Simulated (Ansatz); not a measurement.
**[CuH2]− (SMILES [H][Cu-][H]): revPBE/STO-3G**

Aim: the energy change on altering one bond length of [CuH2]− at revPBE/STO-3G, from 2 runs. 

The calculation is run with Ansatz 0.2.0.

65 further runs of the same task are left out: 1 for a known fault of the program, 63 that didn't finish, 1 set aside as unsound or not needed.

## (1) The system as given

[CuH2]−: 3 atoms, total charge -1, spin state singlet. SMILES: `[H][Cu-][H]`. The shape comes from GFN2-xTB, which is rough for such elements, and wasn't checked as a minimum.

Bond lengths: Cu1–H2 1.553 Å, Cu1–H3 1.553 Å. Angles: H2–Cu1–H3 180.0°.

## (2) A single-point energy at revPBE/STO-3G

Contents of job.yaml:

```yaml
crystal:
  periodic: [false, false, false]
  atoms:
    - {symbol: Cu, position_ang: [0.000160, 0.000090, 0.000010]}
    - {symbol: H, position_ang: [-0.017570, -0.021680, 1.552660]}
    - {symbol: H, position_ang: [0.017410, 0.021590, -1.552670]}
basis:
  gaussian:
    orbitals: STO-3G
total_charge: -1
hamiltonian:
  xc: {name: revPBE}
accuracy: high
```

Run with:

```console
ansatz run job.yaml --threads 1 --pin off --max-ram 2610MiB --events-out events.jsonl --progress --plain --runs-dir runs
```

Standard output:

```text
Warning: RAYON_NUM_THREADS=1 ignored (pool sized by the plan → 1); use --threads N
Functional definition: revPBE
  name "revPBE"
  parameter kappa = 1.245
  parameter beta = 0.06672455060314922
  exchange = pbe_x(kappa = kappa, mu = beta*pi^2/3)
  correlation = pbe_c(beta = beta)
232 factors; integrals over basis functions are off by at most 8.4e-9 eV
mean field evaluation 1: about -43813.1403 eV, gradient 5.6e1 eV
mean field evaluation 2: about -44055.5423 eV, gradient 5.9e1 eV
mean field evaluation 4: about -44086.1455 eV, gradient 6.3e1 eV
mean field evaluation 8: about -44086.4434 eV, gradient 6.2e1 eV
mean field evaluation 16: about -44150.5894 eV, gradient 6.3e0 eV
mean field evaluation 32: about -44150.9468 eV, gradient 2.4e-1 eV
mean field evaluation 64: about -44145.9671 eV, gradient 1.3e1 eV
mean field evaluation 96: about -44150.6505 eV, gradient 1.5e-3 eV
mean field evaluation 128: about -44150.6505 eV, gradient 1.3e-2 eV
mean field evaluation 160: about -44136.1227 eV, gradient 6.6e1 eV
mean field evaluation 192: about -44116.1464 eV, gradient 7.9e1 eV
mean field evaluation 224: about -44150.6505 eV, gradient 5.8e-2 eV
mean field evaluation 256: about -44150.5959 eV, gradient 5.1e0 eV
mean field evaluation 288: about -44150.9903 eV, gradient 6.2e-1 eV
mean field evaluation 320: about -44150.9105 eV, gradient 3.5e0 eV
mean field evaluation 352: about -44150.6411 eV, gradient 5.6e-1 eV
mean field -44150.80728156 eV, -1622.5122411052 hartree, gradient 1.6e-8 eV, S^2 0.000000; 10 other end points of the search recorded, 0 dependent functions left out
reference -44150.80728386 eV, -1622.5122411898 hartree; 16, 16 occupied and 4, 4 virtual orbitals, 232 factors
Total energy: -44150.80728386 eV, -1622.5122411898 hartree
```

Run time: 63 s. Hardware: 1 thread of Arm Neoverse V1, shared host; peak memory 0.093 GiB.

## (3) The distorted shape at the same level

Contents of run.yaml:

```yaml
crystal:
  periodic: [false, false, false]
  atoms:
    - {symbol: Cu, position_ang: [-0.004153, -0.005286, 0.388224]}
    - {symbol: H, position_ang: [-0.021883, -0.027056, 1.940874]}
    - {symbol: H, position_ang: [0.017410, 0.021590, -1.552670]}
basis:
  gaussian:
    orbitals: STO-3G
total_charge: -1
hamiltonian:
  xc: {name: revPBE}
accuracy: high
```

Run with:

```console
ansatz run run.yaml --threads 1 --pin off --max-ram 2610MiB --events-out events.jsonl --progress --plain --runs-dir runs
```

Standard output (excerpt; [...] marks lines left out):

```text
Warning: RAYON_NUM_THREADS=1 ignored (pool sized by the plan → 1); use --threads N
[... 2 set-up lines as earlier in the session ...]
[...]
229 factors; integrals over basis functions are off by at most 1.1e-8 eV
[...]
mean field -44149.48713215 eV, -1622.4637265094 hartree, gradient 5.5e-8 eV, S^2 0.000000; 10 other end points of the search recorded, 0 dependent functions left out
reference -44149.48713448 eV, -1622.4637265950 hartree; 16, 16 occupied and 4, 4 virtual orbitals, 229 factors
Total energy: -44149.48713448 eV, -1622.4637265950 hartree
```

It took 48 s on 1 thread of Arm Neoverse V1, shared host; peak memory 0.093 GiB.

## (4) Outcome

Level: revPBE/STO-3G.

| quantity | value |
| --- | --- |
| first shape: total energy | -1622.51224 Eh |
| distorted shape: total energy | -1622.46373 Eh |
| energy change with the Cu1–H3 bond stretched from 1.553 to 1.941 Å | 1.320 eV |

In words: With the Cu1–H3 bond stretched from 1.553 to 1.941 Å the energy rises by 1.32 eV (30 kcal/mol). The first shape isn't relaxed at this level, so the change isn't measured from a minimum. The minimal basis adds a large error of its own.
